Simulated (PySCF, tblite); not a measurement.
# C7H13FOSi: geometry, infrared bands and NMR shifts

Wanted: the infrared bands and NMR shifts of C7H13FOSi (`C[C@@H]1C[C@]12COC[C@@H](F)[SiH2]2`), by calculation.

Computed with tblite 0.8.0 and PySCF 2.14.0, with density-fitted response routines of our own, on a single molecule in the gas phase. Atoms count from 0, in the outputs and in this text.

## Step 1: The molecule as given

23 atoms, charge 0, multiplicity 1; geometry from: force field or distance geometry start.

Bonds of the start (Å): C0–C1 1.50, C1–C2 1.52, C2–C3 1.52, C3–C4 1.52, C4–O5 1.44, O5–C6 1.43, C6–C7 1.53, C7–F8 1.36, C7–Si9 1.86, C3–C1 1.52, Si9–C3 1.93, C0–H10 1.09, C0–H11 1.10, C0–H12 1.10, C1–H13 1.08, C2–H14 1.07, C2–H15 1.09, C4–H16 1.09, C4–H17 1.09, C6–H18 1.09, C6–H19 1.11, C7–H20 1.09, Si9–H21 1.49, Si9–H22 1.50.

## Step 2: Geometry optimisation with GFN2-xTB

The job: settings as JSON, then the geometry in Å.

```
{"job": {"kind": "relax", "xc": "GFN2-xTB", "basis": "xTB"}, "charge": 0, "multiplicity": 1}
C      2.380500    -0.698300    -1.057700
C      1.603100     0.467500    -0.518300
C      1.778000     0.861200     0.942100
C      0.451200     0.293400     0.458900
C     -0.015600    -1.063300     0.958800
O     -0.999400    -1.613900     0.057500
C     -2.287500    -1.008300     0.196400
C     -2.347700     0.379100    -0.439400
F     -3.578000     0.912800    -0.211800
Si    -1.036100     1.501400     0.250500
H      3.289100    -0.344100    -1.535000
H      1.772500    -1.217700    -1.812300
H      2.651500    -1.415900    -0.275500
H      1.562600     1.261000    -1.246000
H      2.400100     0.263700     1.577000
H      1.846300     1.926100     1.171100
H      0.816300    -1.771000     0.991500
H     -0.417000    -1.014200     1.971900
H     -3.009500    -1.662400    -0.297600
H     -2.582500    -0.988200     1.262200
H     -2.222000     0.292400    -1.522400
H     -0.672300     2.621300    -0.669400
H     -1.388400     2.044400     1.599200
```

On the command line:

```
OMP_NUM_THREADS=1 python probes_run.py task.json out
```

The driver reads the jobs from task.json and runs them one after another.

The log of the run:

```text
step      E/eV     max force
  0    -873.83499    2.158
  1    -873.96654    0.946
  2    -874.00442    0.328
  3    -874.01920    0.298
  4    -874.03153    0.281
  5    -874.03863    0.229
  6    -874.04354    0.146
  7    -874.04615    0.102
  8    -874.04778    0.092
  9    -874.04890    0.078
 10    -874.04984    0.069
 11    -874.05066    0.059
 12    -874.05151    0.071
 13    -874.05255    0.079
 14    -874.05384    0.097
 15    -874.05516    0.093
 16    -874.05614    0.067
 17    -874.05673    0.051
 18    -874.05713    0.047
 19    -874.05744    0.042
 20    -874.05771    0.035
 21    -874.05796    0.035
 22    -874.05817    0.037
 23    -874.05836    0.039
 24    -874.05853    0.042
 25    -874.05867    0.038
 26    -874.05879    0.031
 27    -874.05890    0.026
 28    -874.05899    0.022
 29    -874.05908    0.024
 30    -874.05915    0.019
 31    -874.05921    0.022
 32    -874.05926    0.017
 33    -874.05930    0.017
 34    -874.05933    0.014
 35    -874.05936    0.010
 36    -874.05938    0.009
```

It took 0.58 s on 1 thread of Arm Neoverse N1, shared host.

Step by step: (not every step is listed)

| step | energy from step 0 (eV) | largest force (eV/Å) |
| --- | --- | --- |
| 0 | 0.0000 | 2.1584 |
| 1 | -0.1316 | 0.9461 |
| 2 | -0.1694 | 0.3276 |
| 3 | -0.1842 | 0.2976 |
| 4 | -0.1965 | 0.2811 |
| 5 | -0.2036 | 0.2292 |
| 6 | -0.2086 | 0.1460 |
| 7 | -0.2112 | 0.1018 |
| 8 | -0.2128 | 0.0923 |
| 10 | -0.2149 | 0.0695 |
| 12 | -0.2165 | 0.0706 |
| 14 | -0.2189 | 0.0966 |
| 16 | -0.2212 | 0.0674 |
| 18 | -0.2221 | 0.0469 |
| 20 | -0.2227 | 0.0351 |
| 22 | -0.2232 | 0.0367 |
| 24 | -0.2235 | 0.0418 |
| 26 | -0.2238 | 0.0305 |
| 28 | -0.2240 | 0.0221 |
| 30 | -0.2242 | 0.0193 |
| 31 | -0.2242 | 0.0223 |
| 32 | -0.2243 | 0.0171 |
| 33 | -0.2243 | 0.0173 |
| 34 | -0.2243 | 0.0138 |
| 35 | -0.2244 | 0.0102 |
| 36 | -0.2244 | 0.0088 |

Distances of close pairs at the start and the end, largest changes first:

```csv
bond,before (Å),after (Å),change (Å)
C7–Si9,1.859,1.919,+0.060
C3–Si9,1.927,1.886,-0.041
Si9–H21,1.494,1.463,-0.031
C4–O5,1.443,1.413,-0.030
C7–F8,1.360,1.390,+0.030
C1–C2,1.523,1.493,-0.029
Si9–H22,1.496,1.467,-0.029
O5–C6,1.430,1.403,-0.027
```

The final coordinates are the input of the step that follows.

## Step 3: Infrared spectrum with GFN2-xTB

The job: settings as JSON, then the geometry in Å.

```
{"job": {"kind": "ir", "xc": "GFN2-xTB", "basis": "xTB"}, "charge": 0, "multiplicity": 1}
C      2.357780    -0.722083    -1.053653
C      1.641952     0.477942    -0.485567
C      1.788689     0.858006     0.951050
C      0.459775     0.349540     0.452806
C      0.003672    -1.026566     0.910051
O     -0.990973    -1.593289     0.081451
C     -2.262721    -1.013580     0.205890
C     -2.344151     0.367339    -0.451350
F     -3.611282     0.889934    -0.220647
Si    -0.997277     1.532273     0.264961
H      3.275565    -0.403968    -1.545520
H      1.732001    -1.227893    -1.786750
H      2.622413    -1.435042    -0.277561
H      1.582522     1.298836    -1.192307
H      2.364184     0.202415     1.588940
H      1.875257     1.901724     1.214281
H      0.823228    -1.747300     0.892835
H     -0.374279    -0.957578     1.943572
H     -2.956154    -1.708744    -0.276945
H     -2.546389    -0.920246     1.265713
H     -2.266163     0.255301    -1.538268
H     -0.718013     2.631539    -0.658900
H     -1.464386     2.018425     1.567458
```

The log of the run:

```text
mode    cm-1     km/mol
  1      41.6      0.72
  2      86.6      1.34
  3     126.2      1.01
  4     151.4      0.38
  5     207.5      2.41
  6     250.9     10.57
  7     256.3      8.77
  8     278.4      2.20
  9     323.0     11.41
 10     354.3      3.40
 11     404.6      0.04
 12     407.4      1.47
 13     459.0      2.15
 14     505.1     72.05
 15     534.7      3.10
 16     551.9      4.91
 17     645.4      6.43
 18     672.5     20.65
 19     697.9    292.69
 20     765.1    225.10
 21     835.8      0.83
 22     867.1     26.51
 23     901.7      1.39
 24     927.2     22.63
 25     958.7     10.33
 26     986.2      8.10
 27    1022.8     42.64
 28    1026.6     31.19
 29    1031.4      7.33
 30    1059.0     10.30
 31    1062.1      5.75
 32    1099.6     14.90
 33    1108.3     11.01
 34    1127.5     67.05
 35    1162.2     10.64
 36    1176.6      0.67
 37    1208.7     16.50
 38    1250.5      4.72
 39    1262.0     15.77
 40    1280.5      6.10
 41    1295.5      4.69
 42    1327.3      6.40
 43    1336.2     18.97
 44    1402.1      4.99
 45    1419.4     10.93
 46    1456.3      1.25
 47    1471.6      1.95
 48    1477.4      7.22
 49    1492.8      2.08
 50    1502.2      3.77
 51    2253.0    306.47
 52    2279.4    284.26
 53    2836.6     64.49
 54    2864.0     45.58
 55    2920.0     48.67
 56    2955.7     34.16
 57    2980.0     23.11
 58    3017.6     17.82
 59    3022.6     25.59
 60    3028.5     40.34
 61    3046.6     32.58
 62    3077.2     34.41
 63    3085.7     40.14
```

Wall time 1.9 s (1 thread of Arm Neoverse N1, shared host).

Which atoms move in the most intense modes:

```
cm⁻¹  km/mol                         atoms
 505    72.0  H21 32 %, H22 23 %, Si9 21 %
 698   292.7  H22 33 %, H21 28 %, Si9 27 %
 765   225.1            H22 47 %, H21 44 %
1128    67.0     C1 16 %, C3 13 %, O5 12 %
2253   306.5                      H22 96 %
2279   284.3                      H21 96 %
2837    64.5                      H17 93 %
2920    48.7                      H20 92 %
```

## Step 4: Shielding tensors: PBE0/pcSseg-1

The job, as its differences from that of step 3:

```diff
@@ -1,2 +1,2 @@
-{"job": {"kind": "ir", "xc": "GFN2-xTB", "basis": "xTB"}, "charge": 0, "multiplicity": 1}
+{"job": {"kind": "nmr", "xc": "PBE0", "basis": "pcSseg-1"}, "charge": 0, "multiplicity": 1}
 C      2.357780    -0.722083    -1.053653
```

Level: GIAO PBE0/pcSseg-1 NMR shielding, non-relativistic, gas phase.

The log of the run:

```text
coarse grid: 19464 points
cycle   1  E = -738.2243615145  dE =  1.368e+00  |g| = 6.961e-01  |ddm| = 4.302e+00
cycle   2  E = -738.1573242146  dE =  6.704e-02  |g| = 9.521e-01  |ddm| = 1.341e+00
cycle   3  E = -738.3155280345  dE = -1.582e-01  |g| = 8.874e-02  |ddm| = 8.487e-01
cycle   4  E = -738.3167491465  dE = -1.221e-03  |g| = 4.146e-02  |ddm| = 9.434e-02
cycle   5  E = -738.3171179031  dE = -3.688e-04  |g| = 7.970e-03  |ddm| = 4.306e-02
cycle   6  E = -738.3171279657  dE = -1.006e-05  |g| = 3.774e-03  |ddm| = 1.104e-02
cycle   7  E = -738.3171309746  dE = -3.009e-06  |g| = 3.635e-04  |ddm| = 3.280e-03
final grid: 183032 points
cycle   8  E = -738.3960990818  dE = -6.361e-05  |g| = 1.359e-02  |ddm| = 4.272e-02
cycle   9  E = -738.3960618203  dE =  3.726e-05  |g| = 1.962e-02  |ddm| = 2.659e-02
cycle  10  E = -738.3961379278  dE = -7.611e-05  |g| = 1.584e-03  |ddm| = 1.598e-02
cycle  11  E = -738.3961384306  dE = -5.028e-07  |g| = 3.103e-04  |ddm| = 1.592e-03
cycle  12  E = -738.3961384494  dE = -1.874e-08  |g| = 1.031e-04  |ddm| = 4.083e-04
cycle  13  E = -738.3961384513  dE = -1.892e-09  |g| = 3.811e-05  |ddm| = 1.181e-04
cycle  14  E = -738.3961384515  dE = -2.588e-10  |g| = 6.537e-06  |ddm| = 3.786e-05
converged SCF energy = -738.3961384515

GIAO shielding tensors (ppm)
atom      isotropic    diamagn.    paramagn.     s11        s22        s33       span
  0 C      171.355     245.975     -74.620    157.866    167.046    189.154     31.288
  1 C      165.319     251.209     -85.890    132.174    164.003    199.781     67.608
  2 C      171.070     255.621     -84.551    146.356    166.662    200.193     53.836
  3 C      176.144     255.510     -79.366    142.419    171.773    214.240     71.822
  4 C      111.519     243.707    -132.188     77.506     95.383    161.670     84.164
  5 O      287.573     399.146    -111.573    256.244    287.911    318.563     62.319
  6 C      111.192     244.513    -133.320     80.400     93.410    159.767     79.366
  7 C      103.075     253.407    -150.332     59.616     75.524    174.085    114.469
  8 F      433.481     469.145     -35.664    403.631    426.141    470.671     67.041
  9 Si     384.108     881.433    -497.325    343.993    390.640    417.692     73.699
 10 H       30.127      27.535       2.592     25.292     27.026     38.063     12.771
 11 H       30.113      30.868      -0.755     24.478     28.970     36.891     12.414
 12 H       31.210      30.780       0.430     26.226     29.718     37.687     11.461
 13 H       30.856      33.362      -2.505     23.361     29.744     39.464     16.103
 14 H       31.760      33.353      -1.593     26.119     29.357     39.803     13.684
 15 H       31.240      32.794      -1.554     25.066     27.976     40.679     15.613
 16 H       28.067      32.497      -4.430     23.338     29.410     31.453      8.115
 17 H       28.113      31.093      -2.980     22.584     28.470     33.285     10.701
 18 H       26.995      28.157      -1.162     22.770     26.098     32.117      9.347
 19 H       28.173      29.596      -1.424     24.673     27.480     32.365      7.692
 20 H       26.722      31.910      -5.188     23.471     27.767     28.928      5.456
 21 H       27.810      30.003      -2.193     24.079     26.085     33.265      9.186
 22 H       27.379      29.452      -2.073     24.037     25.468     32.632      8.596
```

Wall time 2.2 min (1 thread of Arm Neoverse N1, shared host); peak memory 1.1 GiB.

Shifts follow as δ = σ(reference) − σ, with reference shieldings (ppm) from runs at the same level and on the same kind of geometry: ¹H TMS 31.72, ¹³C TMS 186.9, ²⁹Si TMS 349.2, ¹⁹F CFCl3 170.9, ¹⁷O H2O 336.1. The references are single molecules in the gas phase, so shifts against H2O, NH3, PH3, H3PO4 or CFCl3 are not on the usual liquid scales and can be off by tens of ppm. Atoms listed in one row are averaged.

```
        atoms                                                environment  σ (ppm)  δ (ppm)  δ scaled to CDCl3
           C7                                  sp3 CH bonded to F and Si    103.1     83.8               79.9
           C6                                        sp3 CH2 bonded to O    111.2     75.7               72.0
           C4                                        sp3 CH2 bonded to O    111.5     75.4               71.7
           C1                                 three-membered-ring carbon    165.3     21.6               19.2
           C2                                 three-membered-ring carbon    171.1     15.9               13.6
           C0                                              methyl carbon    171.4     15.6               13.3
           C3                                 three-membered-ring carbon    176.1     10.8                8.6
          H20                   hydrogen on an sp3 CH bonded to F and Si    26.72     4.99               4.81
          H18                         hydrogen on an sp3 CH2 bonded to O    27.00     4.72               4.56
          H22  hydrogen on a silicon bonded to 2 C, in a 6-membered ring    27.38     4.34                  –
          H21  hydrogen on a silicon bonded to 2 C, in a 6-membered ring    27.81     3.91                  –
          H16                         hydrogen on an sp3 CH2 bonded to O    28.07     3.65               3.55
          H17                         hydrogen on an sp3 CH2 bonded to O    28.11     3.60               3.50
          H19                         hydrogen on an sp3 CH2 bonded to O    28.17     3.54               3.45
H10, H11, H12                                hydrogen on a methyl carbon    30.48     1.23               1.27
          H13                   hydrogen on a three-membered-ring carbon    30.86     0.86               0.92
          H15                   hydrogen on a three-membered-ring carbon    31.24     0.48               0.55
          H14                   hydrogen on a three-membered-ring carbon    31.76    -0.04               0.06
           O5                                               ether oxygen    287.6     48.5                  –
           F8                                  fluorine on an sp3 carbon    433.5   -262.5                  –
          Si9           silicon bonded to 2 C, 2 H, in a 6-membered ring    384.1    -35.0                  –
```

The scaled column applies a straight-line fit of computed shieldings to shifts measured in CDCl3, and one for carbons that bear F (root-mean-square error 0.16 ppm for H, 1.9 ppm for C).

Charges from the same density, by scheme (e):

```
atoms  Mulliken    IAO  Hirshfeld  ESP fit
   C0     -0.19  -0.42      -0.11    -0.51
   C1     -0.26  -0.11      -0.03     0.22
   C2     -0.09  -0.29      -0.09    -0.54
   C3     -0.66  -0.29      -0.10    -0.04
   C4      0.19  -0.05       0.00    -0.08
   O5     -0.52  -0.40      -0.14    -0.36
   C6      0.05  -0.06      -0.01    -0.01
   C7     -0.09  -0.10      -0.03     0.11
   F8     -0.34  -0.33      -0.13    -0.27
  Si9      0.73   0.74       0.33     0.32
```

Mayer bond orders: C0–C1 1.06, C1–C2 0.93, C2–C3 0.93, C3–C4 1.01, C4–O5 0.92, O5–C6 0.94, C6–C7 1.01, C7–F8 0.83, C7–Si9 0.86, C3–C1 0.91, Si9–C3 0.82.

Ring of atoms C1, C2, C3: NICS(0) -44.6, NICS(1) -8.7, NICS(1)zz -21.5 ppm (means of both faces).

In rings of three or four atoms NICS is ruled by the nearby σ bonds, so it says little on aromaticity.

Ring of atoms C3, C4, O5, C6, C7, Si9: NICS(0) -2.8, NICS(1) -1.9, NICS(1)zz 2.4 ppm (means of both faces).

Orbitals, density, ELF and potential are computed afterwards from the orbital file.

Frontier orbitals at PBE0/pcSseg-1, with the share of their density that lies nearest to each atom:

```
orbital  energy (eV)                                       lies on
   HOMO        -7.42       O5 39 %; C7 13 %; C2, C3 about 7 % each
   LUMO         0.60  H21, H22 about 15 % each; Si9 16 %; H15 11 %
```

ELF in a plane through or near 6 of the atoms.

Values, 10 rows by 14 columns:
```
0.00 0.00 0.00 0.00 0.00 0.00 0.00 0.00 0.00 0.00 0.00 0.00 0.00 0.00
0.00 0.00 0.00 0.00 0.00 0.00 0.00 0.00 0.00 0.00 0.00 0.00 0.00 0.00
0.00 0.00 0.00 0.00 0.00 0.01 0.13 0.03 0.40 0.01 0.01 0.00 0.00 0.00
0.00 0.00 0.00 0.54 0.59 0.26 0.99 0.23 0.71 0.13 0.21 0.03 0.00 0.00
0.00 0.00 0.00 0.14 0.19 0.03 0.72 0.32 0.19 0.93 0.99 0.16 0.00 0.00
0.00 0.00 0.00 0.04 0.62 0.47 0.63 0.55 0.06 0.03 0.02 0.01 0.00 0.00
0.00 0.00 0.00 0.05 0.48 0.41 0.58 0.60 0.58 0.72 0.01 0.01 0.00 0.00
0.00 0.00 0.00 0.01 0.86 1.00 0.08 0.15 0.98 1.00 0.46 0.00 0.00 0.00
0.00 0.00 0.00 0.00 0.02 0.16 0.00 0.02 0.20 0.36 0.01 0.00 0.00 0.00
0.00 0.00 0.00 0.00 0.00 0.00 0.00 0.00 0.00 0.00 0.00 0.00 0.00 0.00
```
The map spans 12.4 Å across and 10.2 Å up, centred on the molecule. Atoms in the plane (x, y in Å): C2 (-1.7, -1.0), C4 (0.0, 0.9), H15 (-1.7, -2.1), H16 (-0.8, 1.6), H19 (2.6, 0.9), H22 (1.6, -2.1).

log10 of the density (e/Å³) in the same plane.

Values, 10 rows by 14 columns:
```
-4.0 -4.0 -4.0 -4.0 -4.0 -4.0 -4.0 -4.0 -4.0 -4.0 -4.0 -4.0 -4.0 -4.0
-4.0 -4.0 -4.0 -4.0 -4.0 -4.0 -4.0 -4.0 -4.0 -4.0 -4.0 -4.0 -4.0 -4.0
-4.0 -4.0 -4.0 -3.2 -2.9 -2.5 -2.0 -1.8 -1.5 -2.2 -2.5 -3.0 -4.0 -4.0
-4.0 -4.0 -3.1 -1.9 -1.5 -1.3 -0.1 -0.5 -0.2 -0.9 -1.1 -2.1 -3.6 -4.0
-4.0 -4.0 -2.9 -1.8 -1.3 -1.3  0.0  1.1 -0.5  0.0 -0.1 -1.8 -3.5 -4.0
-4.0 -4.0 -3.1 -1.8 -0.6 -0.1  0.1 -0.2 -1.1 -1.3 -1.5 -2.0 -3.4 -4.0
-4.0 -4.0 -3.3 -1.9 -0.5  0.8 -0.4 -0.6 -0.5 -0.8 -1.9 -2.2 -3.6 -4.0
-4.0 -4.0 -4.0 -2.6 -1.2 -0.4 -1.5 -1.4 -0.4 -0.6 -2.0 -3.2 -4.0 -4.0
-4.0 -4.0 -4.0 -3.7 -2.7 -2.3 -2.8 -2.4 -1.9 -2.1 -2.8 -3.8 -4.0 -4.0
-4.0 -4.0 -4.0 -4.0 -4.0 -4.0 -4.0 -3.6 -3.4 -3.5 -4.0 -4.0 -4.0 -4.0
```
The map spans 12.4 Å across and 10.2 Å up, centred on the molecule. Atoms in the plane (x, y in Å): C2 (-1.7, -1.0), C4 (0.0, 0.9), H15 (-1.7, -2.1), H16 (-0.8, 1.6), H19 (2.6, 0.9), H22 (1.6, -2.1).

On the surface of density 0.002 e/bohr³ the electrostatic potential runs, from the 1st to the 99th percentile, from -1.28 V near O5 to 0.97 V near H15.

## Step 5: Results

| quantity | value |
| --- | --- |
| strongest single infrared mode (GFN2-xTB) | 2253 cm⁻¹, 306 km/mol |
| zero-point energy (GFN2-xTB) | 115.3 kcal/mol |
| ¹³C shifts against TMS (PBE0/pcSseg-1) | 83.8, 75.7, 75.4, 21.6, 15.9, 15.6, 10.8 ppm |
| ¹H shifts against TMS (PBE0/pcSseg-1, means over atoms taken as alike) | 4.99, 4.72, 4.34, 3.91, 3.65, 3.60, 3.54, 1.23, 0.86, 0.48, -0.04 ppm |
| ¹⁷O shifts against H2O (PBE0/pcSseg-1) | 48.5 ppm |
| ¹⁹F shifts against CFCl3 (PBE0/pcSseg-1) | -262.5 ppm |
| ²⁹Si shifts against TMS (PBE0/pcSseg-1) | -35.0 ppm |
| surface potential, 1st and 99th percentile | -1.28 V and 0.97 V |

**Reading.** Relaxing lowered the energy by 0.224 eV in 36 steps; the close pair that moved most is C7–Si9, from 1.859 to 1.919 Å. No mode is imaginary among the 63: a minimum at this level. The strongest single mode, at 2253 cm⁻¹, moves mainly H22. GFN2-xTB is a fitted tight-binding method: band positions and strengths are rough. Its intensities can rank the bands wrongly. The most deshielded hydrogen is H20 (hydrogen on an sp3 CH bonded to F and Si), at 4.99 ppm: its carbon carries F, hence the downfield position. At PBE0/pcSseg-1: The widest tensor belongs to C7: span 114 ppm, with a paramagnetic part of -150 ppm.
